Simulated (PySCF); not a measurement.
# CH6BNO2 (SMILES COB(N)O) at 4 levels

Wanted: a comparison of 4 runs (PBE/3-21G, B3LYP/6-31G*, M06-2X/6-31G**, SVWN5/def2-SVP) of CH6BNO2. 

Program for the calculation: PySCF 2.14.0.

**1. The molecule**

CH6BNO2: 11 atoms, total charge 0, spin state singlet. As SMILES, `COB(N)O`. The coordinates come from a PBE0-D4/def2-TZVP relaxation. This is one conformer, not always the lowest.

Bond lengths: C1–O2 1.404 Å, O2–B3 1.375 Å, B3–N4 1.409 Å, B3–O5 1.372 Å, C1–H6 1.096 Å, C1–H7 1.091 Å, C1–H8 1.096 Å, N4–H9 1.002 Å, N4–H10 1.003 Å, O5–H11 0.959 Å. Some angles: C1–O2–B3 120.9°, O2–B3–N4 123.5°, O2–B3–O5 117.8°, N4–B3–O5 118.7°, O2–C1–H6 111.6°, O2–C1–H7 108.2°, O2–C1–H8 111.6°, B3–N4–H9 124.4°, B3–N4–H10 121.1°, B3–O5–H11 111.1°.

**2. Energy and forces at PBE/3-21G (run 1)**

File mol.xyz:

```xyz
11
CH6BNO2
C      0.713500     0.851600     1.129700
O     -0.446700     0.102500     0.878500
B     -0.644000    -0.506700    -0.338400
N      0.275800    -0.431900    -1.403700
O     -1.801000    -1.223100    -0.514800
H      0.801300     1.701800     0.443100
H      0.654400     1.238600     2.147600
H      1.616900     0.236000     1.047600
H      1.144100     0.066300    -1.366900
H      0.095200    -0.890900    -2.277500
H     -2.344100    -1.201100     0.275400
```

File calc.py:

```python
from pyscf import gto, dft

mol = gto.M(
    atom='mol.xyz',
    basis='3-21g',
    verbose=3,
    max_memory=1860,
)

myscf = dft.RKS(mol)
myscf.xc = 'pbe'
myscf.grids.level = 5
myscf.conv_tol = 1e-10
myscf.kernel()
if not myscf.converged:
    myscf = myscf.newton().run(myscf.mo_coeff, myscf.mo_occ)

e_tot = myscf.e_tot
print(f'total energy: {e_tot:.8f} hartree')
grad = myscf.nuc_grad_method().kernel()
myscf.analyze()
```

The run is started by

```bash
$ OMP_NUM_THREADS=1 python calc.py
```

The log of the run:

```text
converged SCF energy = -270.075280318615
[... 10 lines left out ...]
MO #1   energy= -18.6558725158529  occ= 2
[... 6 lines left out ...]
MO #8   energy= -0.761138296554717 occ= 2
[... 6 lines left out ...]
MO #15  energy= -0.372494099019657 occ= 2
[... 6 lines left out ...]
MO #22  energy= 0.096139148915094  occ= 0
[... 6 lines left out ...]
MO #29  energy= 0.256076845596269  occ= 0
[... 6 lines left out ...]
MO #36  energy= 0.710950656136608  occ= 0
[... 6 lines left out ...]
MO #43  energy= 1.00576055005867   occ= 0
[... 6 lines left out ...]
MO #50  energy= 1.59261163684245   occ= 0
[... 6 lines left out ...]
MO #57  energy= 3.10846229255093   occ= 0
[... 12 lines left out ...]
Dipole moment(X, Y, Z, Debye):  1.70452,  0.95943,  0.02554
```

Wall time 28 s (1 thread of Intel Xeon at 2.70GHz, shared host); peak memory 0.58 GiB.

**3. Energy and forces at B3LYP/6-31G(d) (spherical functions) (run 2)**

File calc.py:

```python
import pyscf.grad
from pyscf import gto, dft

mol = gto.M(
    atom='''
C        0.713500       0.851600       1.129700
O       -0.446700       0.102500       0.878500
B       -0.644000      -0.506700      -0.338400
N        0.275800      -0.431900      -1.403700
O       -1.801000      -1.223100      -0.514800
H        0.801300       1.701800       0.443100
H        0.654400       1.238600       2.147600
H        1.616900       0.236000       1.047600
H        1.144100       0.066300      -1.366900
H        0.095200      -0.890900      -2.277500
H       -2.344100      -1.201100       0.275400
''',
    basis='6-31g*',
    max_memory=1860,
    verbose=4,
    charge=0,
    spin=0,
)

mf = dft.RKS(mol, xc='b3lyp')
mf.grids.level = 5
mf.conv_tol = 1e-10
mf.kernel()
if not mf.converged:
    mf = mf.newton().run(mf.mo_coeff, mf.mo_occ)

energy = mf.e_tot
print('E(%s) = %.9f' % ('B3LYP', energy))
grad = mf.Gradients().kernel()
mf.analyze()
```

The run is started by

```bash
$ OMP_NUM_THREADS=1 python calc.py
```

The log of the run:

```text
PySCF version 2.14.0

[... 81 lines left out ...]
converged SCF energy = -271.892294355816
[... 26 lines left out ...]
MO #5   energy= -6.76753114201073  occ= 2
[... 10 lines left out ...]
MO #16  energy= -0.350900234575569 occ= 2
[... 10 lines left out ...]
MO #27  energy= 0.177853163287724  occ= 0
[... 10 lines left out ...]
MO #38  energy= 0.657046585120816  occ= 0
[... 10 lines left out ...]
MO #49  energy= 1.05258659065619   occ= 0
[... 10 lines left out ...]
MO #60  energy= 1.63164295813636   occ= 0
[... 10 lines left out ...]
MO #71  energy= 2.21918004660011   occ= 0
[... 10 lines left out ...]
MO #82  energy= 3.04388446269864   occ= 0
[... 96 lines left out ...]
Dipole moment(X, Y, Z, Debye):  1.59089,  0.92187,  0.08825
```

Run time: 50 s. Hardware: 1 thread of Intel Xeon at 2.70GHz, shared host; peak memory 0.84 GiB.

Run 3 isn't shown in full; the table further down has it.

**4. Energy and forces at SVWN5/def2-SVP (run 4)**

File job.py:

```python
# COB(N)O
import pyscf.grad
from pyscf import gto, dft

mol = gto.Mole()
mol.atom = '''
C        0.713500       0.851600       1.129700
O       -0.446700       0.102500       0.878500
B       -0.644000      -0.506700      -0.338400
N        0.275800      -0.431900      -1.403700
O       -1.801000      -1.223100      -0.514800
H        0.801300       1.701800       0.443100
H        0.654400       1.238600       2.147600
H        1.616900       0.236000       1.047600
H        1.144100       0.066300      -1.366900
H        0.095200      -0.890900      -2.277500
H       -2.344100      -1.201100       0.275400
'''
mol.verbose = 4
mol.max_memory = 1860
mol.basis = 'def2-svp'
mol.build()

mf = dft.RKS(mol)
mf.xc = 'svwn'
mf.conv_tol = 1e-10
mf.grids.level = 5
mf.kernel()
if not mf.converged:
    mf = mf.newton().run(mf.mo_coeff, mf.mo_occ)

e_tot = mf.e_tot
print('Final energy', e_tot)
grad = mf.Gradients().kernel()
mf.analyze()
```

The run is started by

```bash
$ OMP_NUM_THREADS=1 python job.py
```

The log of the run:

```text
PySCF version 2.14.0

[... 99 lines left out ...]
Nuclear Repulsion Energy =             176.313768030648333
[... 14 lines left out ...]
MO #9   energy= -0.61285472179472  occ= 2
[... 12 lines left out ...]
MO #22  energy= 0.0577647587483963 occ= 0
[... 12 lines left out ...]
MO #35  energy= 0.424849946821608  occ= 0
[... 12 lines left out ...]
MO #48  energy= 0.856435704848152  occ= 0
[... 12 lines left out ...]
MO #61  energy= 1.3464741672345    occ= 0
[... 12 lines left out ...]
MO #74  energy= 1.81783781198955   occ= 0
[... 12 lines left out ...]
MO #87  energy= 2.714567042479     occ= 0
[... 12 lines left out ...]
MO #100 energy= 3.68656493854975   occ= 0
[... 114 lines left out ...]
Dipole moment(X, Y, Z, Debye):  1.59846,  0.89054,  0.00172
```

Wall time 28 s (1 thread of Intel Xeon at 2.70GHz, shared host); peak memory 0.56 GiB.

**5. All runs side by side**

```
run                                 level  energy (Eh)  dipole moment (D)  HOMO energy (eV)  LUMO energy (eV)  wall time
  1                             PBE/3-21G  -270.075280               1.96             -5.15              2.07       28 s
  2    B3LYP/6-31G* (spherical functions)  -271.892294               1.84             -6.79              2.15       50 s
  3  M06-2X/6-31G** (spherical functions)  -271.795051               1.89             -8.63              3.39       65 s
  4                        SVWN5/def2-SVP  -269.524028               1.83             -5.83              0.68       28 s
```

**6. What came out**

```
                       quantity          value
            run 4: total energy  -269.52403 Eh
           run 4: dipole moment         1.83 D
             run 4: HOMO energy       -5.83 eV
             run 4: LUMO energy        0.68 eV
           run 4: HOMO–LUMO gap        6.51 eV
run 4: largest force on an atom     1.322 eV/Å
```

The dipole moment (its size) runs from 1.83 D (SVWN5/def2-SVP) to 1.96 D (PBE/3-21G). The two ends differ in method and basis. The HOMO–LUMO gap runs from 6.51 eV (SVWN5/def2-SVP) to 12.02 eV (M06-2X/6-31G**). Totals of different functionals can't be ranked against each other. All runs together took 2.8 min, the longest 65 s.
